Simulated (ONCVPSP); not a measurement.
**An ONCV potential for zinc, from input to tests**

Task: generate the file, and judge it by its errors in other configurations, its logarithmic derivatives, its ghosts and its cutoff.

The numbers are computed with ONCVPSP 4.0.1 (PBE, scalar-relativistic, spin-unpolarised reference atom).

## 1. Settings

Typed settings, in words:

| Quantity | Value |
| --- | --- |
| element | zinc (Zn, Z = 30) |
| type | optimised norm-conserving Vanderbilt (ONCV) |
| frozen core | [Ar] |
| valence charge | 12 |
| reference configuration | 3d10 4s1 (charge +1) |
| partial waves | 4s: rc 2.00 bohr, ncon 4, nbas 9, qcut 4.1 1/bohr, 2 projectors, debl 2.3 Ha; p scattering state at 0.17 Ha: rc 1.50 bohr, ncon 4, nbas 8, qcut 6.6 1/bohr, 2 projectors, debl 1.3 Ha; 3d: rc 0.85 bohr, ncon 4, nbas 9, qcut 20 1/bohr, 2 projectors, debl 4 Ha |
| local potential | polynomial inside 0.75 bohr (lpopt 5, dvloc0 1 Ha) |
| core correction | Teter function, fcfact 4.75, rcfact 1.25 |

An earlier all-electron run gives the scale for the radii.

All-electron outer shells of the reference configuration (PBE, scalar-relativistic, ld1.x):

| shell | level (eV) | outermost node (bohr) | outermost maximum (bohr) |
| --- | --- | --- | --- |
| 3p | -93.08 | 0.25 | 0.59 |
| 3d | -19.76 | – | 0.57 |
| 4s | -14.00 | 0.84 | 1.99 |
| 4p | -7.78 | 0.91 | 2.55 |

## 2. Generation

Zn.dat reads:

```
# ATOM AND REFERENCE CONFIGURATION
# atsym  z   nc   nv     iexc    psfile
  Zn 30.00    5    2        4      upf
#
#   n    l    f
    1    0    2.00
    2    0    2.00
    2    1    6.00
    3    0    2.00
    3    1    6.00
    3    2   10.00
    4    0    1.00
#
# PSEUDOPOTENTIAL AND OPTIMIZATION
# lmax
    2
#
#   l,   rc,      ep,       ncon, nbas, qcut
    0    2.00    0.00    4    9    4.10
    1    1.50    0.17    4    8    6.60
    2    0.85    0.00    4    9   20.00
#
# LOCAL POTENTIAL
# lloc, lpopt,  rc(5),   dvloc0
    4    5    0.75    1.00
#
# VANDERBILT-KLEINMAN-BYLANDER PROJECTORs
# l, nproj, debl
    0    2    2.30
    1    2    1.30
    2    2    4.00
#
# MODEL CORE CHARGE
# icmod, fcfact, rcfact
    3    4.75    1.25
#
# LOG DERIVATIVE ANALYSIS
# epsh1, epsh2, depsh
   -2.00    5.00    0.02
#
# OUTPUT GRID
# rlmax, drl
    6.00    0.01
#
# TEST CONFIGURATIONS
# ncnf
    4
# nvcnf
#   n    l    f
    2
    3    2   10.00
    4    0    2.00
#
    2
    3    2   10.00
    4    0    0.00
#
    2
    3    2    9.00
    4    0    0.00
#
    2
    3    2    8.00
    4    0    0.00
#
```

Launch:

```bash
$ oncvpsp.x < Zn.dat > Zn.out
```

**Question.** What will these runs give? Wanted: cutoffs for 1 and 0.1 mHa per electron, occupied waves; bound ghosts; GHOST(+) flags; largest test error; largest phase difference near zero energy, channels read; rms error of d²Exc/dn², without and with the model core.

**Answer**, as computed:

```
                                                quantity                            value
  cutoffs for 1 and 0.1 mHa per electron, occupied waves                142 Ha and 163 Ha
                                            bound ghosts  s at -210.58 eV, p at -90.88 eV
                                          GHOST(+) flags                      p at 153 eV
                            largest test error (AE − PS)            -476 meV, for 3d8 4s0
largest phase difference near zero energy, channels read                        0.000 rad
 rms error of d²Exc/dn², without and with the model core                8.83 and 3.51 mHa
```

In words: A bound ghost (s, p) makes it unfit for use: electrons can fall into a state that the atom doesn't have. Close by lies the frozen 3p level (-93.1 eV). The worst unpolarised test, 3d8 4s0, is off by 476 meV on 120.8 eV; by total energies transferability rates as poor. That test lies far up in energy; among those under 40 eV, nearer to bonding, the largest error is 13 meV. The potential is very hard: the looser tolerance needs 142 Ha. At the looser tolerance the 3d wave is the slowest; 4s needs 6 Ha. Near zero energy the phases of the channels with partial waves agree within 0.001 rad. The program also flags highly localised states, GHOST(+) (p). All of this concerns the isolated atom, not yet a solid.
